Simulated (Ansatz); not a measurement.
# SrTl: lattice vibrations

How does the lattice vibrate, and how do the modes shift with volume? Displacements sample a 2×2×2 mesh. Runs: reference run (LAPW); volume scaled by 0.985 (LAPW); volume scaled by 1.015 (LAPW); mode Grüneisen parameters (LAPW). Companion runs by PAW are cited.

Computed with Ansatz 0.2.0 (DFT PBEsol, all-electron LAPW, scalar-relativistic unless said, unless a step's input says otherwise).

### Step 1. The structure to begin with

It takes space group Pm-3m (No. 221, cubic). The conventional cell has a = 4.019 Å, b = 4.019 Å, c = 4.019 Å, α = 90.00°, β = 90.00°, γ = 90.00°. Around Sr (site symmetry m-3m) lie 8 Tl at 3.48 Å. Tl (site symmetry m-3m) has 8 Sr at 3.48 Å as nearest neighbours.

Coordinates:

```xyz
2
Lattice="4.0195 0.0000 0.0000 0.0000 4.0195 0.0000 0.0000 0.0000 4.0195" Properties=species:S:1:pos:R:3 pbc="T T T"
Sr    0.0000    0.0000    0.0000
Tl    2.0097    2.0097    2.0097
```

Cartesian axes are those of the input's lattice vectors. The structure goes back to a database entry.

### Step 2. Reference run, LAPW

input.yaml reads:

```yaml
crystal:
  lattice:
    - [4.01948239392, 0.0, 0.0]
    - [0.0, 4.01948239392, 0.0]
    - [0.0, 0.0, 4.01948239392]
  atoms:
    - { symbol: Sr, position: [0.0, 0.0, 0.0] }
    - { symbol: Tl, position: [0.5, 0.5, 0.5] }
kpoints:
  mp_grid: { grid: [8, 8, 8] }
scf:
  occupations: { method: fermi_dirac, width: 0.1 }
hamiltonian:
  xc: pbesol
  pseudopotentials: { kind: all_electron, lapw: { basis_error: 0.001 } }
phonons:
  qmesh: [2, 2, 2]
  qpath:
    path:
      - [0.0, 0.0, 0.0]
      - [0.0, 0.5, 0.0]
      - [0.5, 0.5, 0.0]
      - [0.0, 0.0, 0.0]
      - [0.5, 0.5, 0.5]
      - [0.0, 0.5, 0.0]
      - [0.5, 0.5, 0.5]
      - [0.5, 0.5, 0.0]
    npoints: 6
  temperatures: { t_min: 0, t_max: 1000, t_step: 100 }
```

The run is started by

```console
$ ansatz run input.yaml --threads 1 --pin off --max-ram 3072MiB --backend cpu --events-out ev --progress --plain --runs-dir out
```

### Step 3. Volume scaled by 0.985, LAPW

input.yaml: that of step 2 with these lines changed.

```diff
@@ -2,5 +2,5 @@
   lattice:
-    - [4.01948239392, 0.0, 0.0]
-    - [0.0, 4.01948239392, 0.0]
-    - [0.0, 0.0, 4.01948239392]
+    - [3.99928364904, 0.0, 0.0]
+    - [0.0, 3.99928364904, 0.0]
+    - [0.0, 0.0, 3.99928364904]
   atoms:
```

### Step 4. Volume scaled by 1.015, LAPW

input.yaml: that of step 3 with these lines changed.

```diff
@@ -2,5 +2,5 @@
   lattice:
-    - [3.99928364904, 0.0, 0.0]
-    - [0.0, 3.99928364904, 0.0]
-    - [0.0, 0.0, 3.99928364904]
+    - [4.03948014794, 0.0, 0.0]
+    - [0.0, 4.03948014794, 0.0]
+    - [0.0, 0.0, 4.03948014794]
   atoms:
```

(Steps that only read results are left out.)

What does the calculation give? Wanted: highest mode on the mesh, without the LO shift; optical modes at Γ.

**Answer**, as computed:

```
                                             quantity          value
highest mode on the mesh, without the LO shift (LAPW)       118 cm⁻¹
                                   optical modes at Γ  94 (T1u) cm⁻¹
             mean Grüneisen parameter at 300 K (LAPW)           0.79
```

What this shows: No mode on the mesh is unstable; the highest lies at 118 cm⁻¹ by LAPW. Weighted by heat capacity at 300 K the mean Grüneisen parameter of the sampled modes is 0.79, which points to expansion on heating. Some modes have negative γ and soften under compression. PAW differs from LAPW by at most 0.1 cm⁻¹. Each set of modes is computed in the harmonic approximation. Cautions: responses of metals move with mesh and smearing; no spin-orbit coupling on heavy atoms; a very soft zone-boundary mode, near an instability or sensitive to the mesh.
